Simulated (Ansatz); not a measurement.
# One shape, several levels: InSiH5 (SMILES [SiH3][InH2])

Wanted: a comparison of 6 runs (B3LYP/def2-TZVP, BLYP/def2-TZVP, SVWN5/def2-TZVP, wB97X/def2-TZVP, MP2/def2-TZVP, CCSD(T)/def2-TZVP) of InSiH5. 

The calculation is run with Ansatz 0.2.0.

37 further runs of the same task are left out: 37 set aside as unsound or not needed.

### Step 1. The molecule

InSiH5 has 7 atoms, charge 0, and is taken as a singlet. As SMILES, `[SiH3][InH2]`. The Si1–H3 distance was set to 1.935 Å, away from the relaxed value.

Bond lengths: Si1–In2 2.575 Å, Si1–H4 1.491 Å, Si1–H5 1.491 Å, In2–H6 1.729 Å, In2–H7 1.730 Å. Angles: Si1–In2–H6 122.1°, Si1–In2–H7 119.9°, In2–Si1–H4 110.5°, In2–Si1–H5 110.1°, H6–In2–H7 118.0°, H4–Si1–H5 107.3°. A long bond or contact: Si1–H3 1.935 Å.

### Step 2. The energy at B3LYP/def2-TZVP (core potential) (run 1)

run.yaml reads:

```yaml
crystal:
  periodic: [false, false, false]
  atoms:
    - {symbol: Si, position_ang: [-0.231298, -0.722613, -0.695645]}
    - {symbol: In, position_ang: [1.266602, 0.756487, 0.786955]}
    - {symbol: H, position_ang: [-2.119900, -0.371100, -0.463600]}
    - {symbol: H, position_ang: [0.003802, -2.164413, -0.399445]}
    - {symbol: H, position_ang: [0.097802, -0.506613, -2.133545]}
    - {symbol: H, position_ang: [0.614902, 1.980987, 1.818455]}
    - {symbol: H, position_ang: [2.982902, 0.540687, 0.765555]}
basis:
  gaussian: {orbitals: def2-TZVP}
hamiltonian: {xc: {name: B3LYP}}
accuracy: high
output: {orbitals: {seedname: orbitals}}
```

On the command line:

```
$ ansatz run run.yaml --threads 1 --pin off --max-ram 3480MiB --events-out events.jsonl --progress --plain --runs-dir runs
```

What it wrote:

```text
Warning: RAYON_NUM_THREADS=1 ignored (pool sized by the plan → 1); use --threads N
Functional definition: B3LYP
  name "B3LYP"
  parameter a0 = 0.2
  parameter ax = 0.72
  parameter ac = 0.81
  exchange = (1 - a0 - ax)*slater_x + ax*b88_x + a0*exact_x
  correlation = (1 - ac)*vwn_rpa_c + ac*lyp_c
2295 factors; integrals over basis functions are off by at most 3.6e-9 eV
mean field evaluation 1: about -13133.0104 eV, gradient 1.8e1 eV
mean field evaluation 2: about -13133.5342 eV, gradient 1.4e1 eV
mean field evaluation 4: about -13134.0225 eV, gradient 3.7e-1 eV
mean field evaluation 8: about -13134.0598 eV, gradient 7.4e-2 eV
mean field evaluation 16: about -13134.0598 eV, gradient 2.3e-6 eV
mean field -13134.05982429 eV, -482.6677959570 hartree, gradient 5.8e-8 eV, S^2 0.000000; 0 other end points of the search recorded, 0 dependent functions left out
reference -13134.05987019 eV, -482.6677976439 hartree; 20, 20 occupied and 97, 97 virtual orbitals, 2295 factors
Total energy: -13134.05987019 eV, -482.6677976439 hartree
```

Wall time 11 s (1 thread of Arm Neoverse V2, shared host); peak memory 0.41 GiB.

### Step 3. The energy at BLYP/def2-TZVP (core potential) (run 2)

run.yaml reads:

```yaml
crystal:
  periodic: [false, false, false]
  atoms:
    - symbol: Si
      position_ang: [-0.231298, -0.722613, -0.695645]
    - symbol: In
      position_ang: [1.266602, 0.756487, 0.786955]
    - symbol: H
      position_ang: [-2.119900, -0.371100, -0.463600]
    - symbol: H
      position_ang: [0.003802, -2.164413, -0.399445]
    - symbol: H
      position_ang: [0.097802, -0.506613, -2.133545]
    - symbol: H
      position_ang: [0.614902, 1.980987, 1.818455]
    - symbol: H
      position_ang: [2.982902, 0.540687, 0.765555]
basis:
  gaussian:
    orbitals: def2-TZVP
hamiltonian:
  xc: {name: BLYP}
accuracy: high
output:
  orbitals: {seedname: orbitals}
```

On the command line:

```
$ ansatz run run.yaml --threads 1 --pin off --max-ram 3480MiB --events-out events.jsonl --progress --plain --runs-dir runs
```

What it wrote:

```text
Warning: RAYON_NUM_THREADS=1 ignored (pool sized by the plan → 1); use --threads N
Functional definition: BLYP
  name "BLYP"
  parameter beta = 0.0042
  parameter a = 0.04918
  parameter b = 0.132
  parameter c = 0.2533
  parameter d = 0.349
  exchange = b88_x(beta = beta)
  correlation = lyp_c(a = a, b = b, c = c, d = d)
2295 factors; integrals over basis functions are off by at most 3.6e-9 eV
mean field evaluation 1: about -13127.8347 eV, gradient 2.4e1 eV
mean field evaluation 2: about -13128.1883 eV, gradient 2.5e1 eV
mean field evaluation 4: about -13129.8534 eV, gradient 8.9e-1 eV
mean field evaluation 8: about -13129.8505 eV, gradient 3.6e-2 eV
mean field evaluation 16: about -13129.8505 eV, gradient 3.4e-6 eV
mean field -13129.85046646 eV, -482.5131049102 hartree, gradient 1.1e-8 eV, S^2 0.000000; 0 other end points of the search recorded, 0 dependent functions left out
reference -13129.85052771 eV, -482.5131071611 hartree; 20, 20 occupied and 97, 97 virtual orbitals, 2295 factors
Total energy: -13129.85052771 eV, -482.5131071611 hartree
```

Wall time 9 s (1 thread of Arm Neoverse V2, shared host); peak memory 0.32 GiB.

Runs 3 to 5 aren't shown in full; the table further down has their settings and results.

### Step 4. A single-point energy at CCSD(T)/def2-TZVP (core potential) (run 6)

Changes to run.yaml since step 3:

```diff
@@ -20,6 +20,8 @@
     orbitals: def2-TZVP
-hamiltonian:
-  xc: {name: BLYP}
+total_charge: 0
+correlation:
+  method: ccsd_t
+  frozen_orbitals: {H: 0, In: 4, Si: 5}
 accuracy: high
-output:
-  orbitals: {seedname: orbitals}
+scf:
+  omitted_lower_state_checks: [cluster_reference, increment]
```

On the command line:

```
$ ansatz run run.yaml --threads 1 --pin off --max-ram 3480MiB --events-out events.jsonl --progress --plain --runs-dir runs
```

What it wrote, shortened:

```text
Warning: RAYON_NUM_THREADS=1 ignored (pool sized by the plan → 1); use --threads N
Functional definition: HF
  name "HF"
[...]
2295 factors; integrals over basis functions are off by at most 3.6e-9 eV
[...]
mean field -13088.44344259 eV, -480.9914248495 hartree, gradient 1.3e-8 eV, S^2 0.000000; 0 other end points of the search recorded, 0 dependent functions left out
9 core orbitals not correlated: weight in the atoms' cores, before any rotation towards them, 1.000 or more for the frozen orbitals, at most 0.000 for the correlated occupied ones
reference -13088.44344259 eV, -480.9914248495 hartree; 11, 11 occupied and 97, 97 virtual orbitals, 2295 factors
second order -11.18202524 eV of doubles, -0.00000000 eV of singles
cycle   1  -11.66656921 eV  change   -4.8e-1 eV  update   9.8e-2
[...]
cycle  21  -12.16841153 eV  change  -5.6e-10 eV  update   1.1e-9
perturbative correction -0.34899531 eV, -0.0128253412 hartree
Total energy: -13100.96084943 eV, -481.4514310665 hartree
Checks for a lower state left out: cluster_reference, increment
```

Run time: 45 s. Hardware: 1 thread of Arm Neoverse V2, shared host; peak memory 1 GiB.

### Step 5. The series

```tsv
run	level	frozen core orbitals	energy (Eh)	HOMO energy (eV)	LUMO energy (eV)	HOMO–LUMO gap (eV)	wall time
1	B3LYP/def2-TZVP (core potential)	–	-482.667798	-7.25	-2.50	4.75	11 s
2	BLYP/def2-TZVP (core potential)	–	-482.513107	-6.29	-2.93	3.37	9 s
3	SVWN5/def2-TZVP (core potential)	–	-481.049737	-6.52	-3.19	3.33	6.3 s
4	wB97X/def2-TZVP (core potential)	–	-482.604065	-9.63	-0.47	9.15	36 s
5	MP2/def2-TZVP (core potential)	9	-481.402357	–	–	–	5.7 s
6	CCSD(T)/def2-TZVP (core potential)	9	-481.451431	–	–	–	45 s
```

### Step 6. Outcome

| quantity | value |
| --- | --- |
| run 6: total energy | -481.45143 Eh |
| run 6: correlation energy (9 core orbitals frozen) | -460.0 mEh |
| run 6: (T) correction | -12.83 mEh |
| run 6: T1 diagnostic | 0.016 |

Over runs 1, 2, 3, 4 the HOMO–LUMO gap runs from 3.33 eV (SVWN5/def2-TZVP) to 9.15 eV (wB97X/def2-TZVP). Totals of different functionals can't be ranked against each other. All runs together took 1.9 min, the longest 45 s.
